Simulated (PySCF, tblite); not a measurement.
# C₃H₁₂B₂ClN: infrared bands and NMR shifts

Aim: predict the infrared bands and NMR shifts of C₃H₁₂B₂ClN (`BCCC[B@@H-]([NH3+])Cl`).

Programs: tblite 0.8.0 and PySCF 2.14.0, with density-fitted response routines of our own. Each step states its level of theory. These are calculated values for one molecule in the gas phase, unless marked as measured. Atoms count from 0, in the outputs and in this text.

**1. Starting geometry**

19 atoms, charge 0, multiplicity 1; geometry from: GFN2-xTB.

Bonds of the start (Å): B0–C1 1.57, C1–C2 1.53, C2–C3 1.53, C3–B4 1.62, B4–N5 1.65, B4–Cl6 1.85, B0–H7 1.17, B0–H8 1.17, C1–H9 1.09, C1–H10 1.10, C2–H11 1.09, C2–H12 1.09, C3–H13 1.09, C3–H14 1.10, B4–H15 1.18, N5–H16 1.02, N5–H17 1.02, N5–H18 1.02.

**2. Vibrational analysis with GFN2-xTB**

Job settings and geometry (Å):

```
{"job": {"kind": "ir", "xc": "GFN2-xTB", "basis": "xTB"}, "charge": 0, "multiplicity": 1}
B     -2.844038     0.807663     0.100752
C     -2.187255    -0.607296     0.239519
C     -0.789679    -0.799827    -0.358013
C      0.274885     0.019584     0.377945
B      1.761203    -0.201103    -0.222452
N      2.780581     0.800366     0.593340
Cl     2.468680    -1.851576     0.234610
H     -3.787229     1.065367     0.745474
H     -2.436290     1.600578    -0.657428
H     -2.177522    -0.951448     1.278419
H     -2.876779    -1.295040    -0.269056
H     -0.509230    -1.855025    -0.312472
H     -0.796166    -0.506732    -1.409579
H      0.232293    -0.248931     1.438413
H     -0.011812     1.074504     0.312638
H      1.905503     0.006834    -1.379362
H      2.571895     1.778451     0.412874
H      2.678166     0.594624     1.584610
H      3.732991     0.578259     0.312634
```

**Question.** This job is followed by: GIAO PBE0/pcSseg-1 NMR shielding, non-relativistic, gas phase. What will the session give for the following? strongest single infrared mode (GFN2-xTB); zero-point energy (GFN2-xTB); 13C shifts against TMS (PBE0/pcSseg-1); 1H shifts against TMS (PBE0/pcSseg-1, means over atoms taken as alike); 11B shifts against BF3·OEt2 (PBE0/pcSseg-1); 15N shifts against NH3 (PBE0/pcSseg-1); 35Cl shifts against HCl (PBE0/pcSseg-1).

The runs gave:

```
                                                              quantity                                                      value
                             strongest single infrared mode (GFN2-xTB)                                      1246 cm⁻¹, 279 km/mol
                                          zero-point energy (GFN2-xTB)                                              97.2 kcal/mol
                                13C shifts against TMS (PBE0/pcSseg-1)                                       42.1, 34.5, 30.0 ppm
1H shifts against TMS (PBE0/pcSseg-1, means over atoms taken as alike)  8.23, 3.28, 3.02, 2.23, 1.94, 1.80, 1.47, 0.38, -0.03 ppm
                           11B shifts against BF3·OEt2 (PBE0/pcSseg-1)                                             93.8, -6.5 ppm
                                15N shifts against NH3 (PBE0/pcSseg-1)                                                   66.5 ppm
                               35Cl shifts against HCl (PBE0/pcSseg-1)                                                      4 ppm
```

No mode is imaginary among the 51: a minimum at this level. The strongest single mode, at 1246 cm⁻¹, moves mainly H17, H18 and H16. Unscaled tight-binding wavenumbers are off by several per cent, some by more. Its intensities can rank the bands wrongly. At PBE0/pcSseg-1: The widest tensor belongs to B0: span 207 ppm, with a paramagnetic part of -185 ppm.
